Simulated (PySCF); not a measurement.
# C₄H₆FNSi: electronic excitations

Aim: predict the electronic excitations of C₄H₆FNSi (`C#C/C(F)=C/[SiH2]N`).

Programs: PySCF 2.14.0, with density-fitted response routines of our own. Each step states its level of theory. These are calculated values for one molecule in the gas phase, unless marked as measured. Atoms count from 0, in the outputs and in this text.

**1. Starting geometry**

13 atoms, charge 0, multiplicity 1; geometry from: GFN2-xTB.

Bonds of the start (Å): C0–C1 1.20, C1–C2 1.41, C2–F3 1.36, C2–C4 1.33, C4–Si5 1.88, Si5–N6 1.72, C0–H7 1.05, C4–H8 1.08, Si5–H9 1.47, Si5–H10 1.46, N6–H11 1.01, N6–H12 1.01.

**2. TDDFT and polarisability: wB97X-D/def2-SVPD**

The job: settings as JSON, then the geometry in Å.

```
{"job": {"kind": "uv", "xc": "wB97X-D", "basis": "def2-SVPD", "nstates": 8, "ntriplets": 3}, "charge": 0, "multiplicity": 1}
C      3.718098     0.086462    -0.230814
C      2.570988    -0.161538     0.025259
C      1.226318    -0.466522     0.336148
F      1.084262    -1.479660     1.232063
C      0.151888     0.138683    -0.159613
Si    -1.599112    -0.361061     0.313193
N     -2.581462     0.712228    -0.611034
H      4.715371     0.314045    -0.464660
H      0.327316     0.930596    -0.870898
H     -1.734169    -0.276960     1.776412
H     -1.925399    -1.705806    -0.159843
H     -2.380792     1.699371    -0.597729
H     -3.577696     0.570649    -0.606212
```

With the program's defaults for keys left out, this is: TDDFT wB97X-D/def2-SVPD, vertical, gas phase, core orbitals frozen in the response.

Started as:

```console
$ OMP_NUM_THREADS=1 python probes_run.py task.json out
```

One launch serves the whole session: the jobs run in the order shown.

Log:

```text
coarse grid: 11840 points
cycle   1  E = -599.4675291566  dE =  9.435e-01  |g| = 6.243e-01  |ddm| = 9.892e+00
cycle   2  E = -599.4784981798  dE = -1.097e-02  |g| = 6.382e-01  |ddm| = 2.343e+00
cycle   3  E = -599.5534410260  dE = -7.494e-02  |g| = 7.378e-02  |ddm| = 9.601e-01
cycle   4  E = -599.5543861734  dE = -9.451e-04  |g| = 4.369e-02  |ddm| = 2.581e-01
cycle   5  E = -599.5548388969  dE = -4.527e-04  |g| = 1.236e-02  |ddm| = 1.467e-01
cycle   6  E = -599.5548795986  dE = -4.070e-05  |g| = 2.798e-03  |ddm| = 4.491e-02
cycle   7  E = -599.5548820928  dE = -2.494e-06  |g| = 1.054e-03  |ddm| = 1.306e-02
final grid: 111592 points
cycle   8  E = -599.6369840197  dE = -8.176e-05  |g| = 8.610e-03  |ddm| = 2.810e-01
cycle   9  E = -599.6369817382  dE =  2.281e-06  |g| = 9.730e-03  |ddm| = 2.510e-02
cycle  10  E = -599.6369988130  dE = -1.707e-05  |g| = 5.545e-04  |ddm| = 1.121e-02
cycle  11  E = -599.6369988867  dE = -7.370e-08  |g| = 4.134e-04  |ddm| = 3.018e-03
cycle  12  E = -599.6369989276  dE = -4.098e-08  |g| = 1.021e-04  |ddm| = 9.726e-04
cycle  13  E = -599.6369989309  dE = -3.247e-09  |g| = 4.063e-05  |ddm| = 3.968e-04
cycle  14  E = -599.6369989314  dE = -5.509e-10  |g| = 1.984e-05  |ddm| = 1.579e-04
converged SCF energy = -599.6369989314

Static polarisability (au): isotropic 85.634, principal 59.112 71.117 126.673

Singlet excitations
state   eV       nm        f      main configurations
  1   5.5511    223.4   0.40021   H->L 0.86
  2   5.6514    219.4   0.00240   H-2->L 0.83
  3   5.9455    208.5   0.00113   H->L+1 0.41, H->L+2 0.35
  4   6.1389    202.0   0.01375   H-1->L 0.81, H-2->L 0.09
  5   6.6696    185.9   0.01635   H-1->L+2 0.49, H-1->L+1 0.35
  6   7.1089    174.4   0.25074   H-3->L 0.52, H-2->L+1 0.13, H-2->L+2 0.10
  7   7.1914    172.4   0.00105   H->L+3 0.77
  8   7.3511    168.7   0.01067   H-4->L 0.81

Triplet excitations (Tamm-Dancoff, eV): 3.4728 5.2905 5.5012
```

It took 60 s on 1 thread of Arm Neoverse N1, shared host; peak memory 0.81 GiB.

Frontier orbitals and where they lie:

| orbital | eV | atoms |
| --- | --- | --- |
| HOMO−3 | -11.54 | C1 28 %, C0 22 %, C2 13 % |
| HOMO−2 | -10.53 | C0 39 %, C1 39 %, C4 6 % |
| HOMO−1 | -9.51 | N6 60 %, Si5 12 %, H9 7 % |
| HOMO | -9.12 | C4 26 %, C0 18 %, C2 18 % |
| LUMO | 0.36 | C4 25 %, C2 21 %, C0 17 % |
| LUMO+1 | 1.92 | Si5 26 %, C0 15 %, C1 14 % |
| LUMO+2 | 2.00 | Si5 18 %, C0 14 %, C1 12 % |

With each of the 8 states as a Gaussian band of 0.4 eV half-width at 1/e, the curve within the window shown has maxima at 223 nm (ε 16,000), 174 nm (ε 11,000) L/(mol cm). Beyond the last state computed it falls off for lack of states. The curve at chosen wavelengths:

nm, ε (L/mol/cm) and a bar:
```
      162       1876 #
      166       4996 #######
      169       7901 #############
      173      10490 ##################
      176      10434 ##################
      180       8093 #############
      183       5756 #########
      187       3216 ####
      190       2054 #
      194       1400 
      197       1463 
      201       2297 ##
      204       3593 ####
      208       6302 ##########
      211       8910 ###############
      215      12524 ######################
      218      14742 ###########################
      222      16293 ##############################
      225      16174 ##############################
      229      14481 ##########################
      232      12433 ######################
      236       9324 ################
      239       7091 ###########
      243       4590 ######
      246       3157 ####
      250       1809 #
```

Ground-state properties from the same run:

| property | computed |
| --- | --- |
| dipole moment (D) | 2.13 |
| polarisability (Å³) | 12.69 |
| HOMO–LUMO gap (eV) | 9.48 |
| −ε(HOMO) (eV) | 9.12 |

**3. Results**

| quantity | value |
| --- | --- |
| lowest singlet (wB97X-D/def2-SVPD) | 5.55 eV (223 nm), f = 0.400 |
| lowest triplet | 3.47 eV |

What this shows: The first singlet state (HOMO→LUMO 0.86) lies at 5.55 eV and is bright. The lowest triplet lies 2.08 eV below the lowest singlet (triplets in Tamm-Dancoff, singlets in full TDDFT).
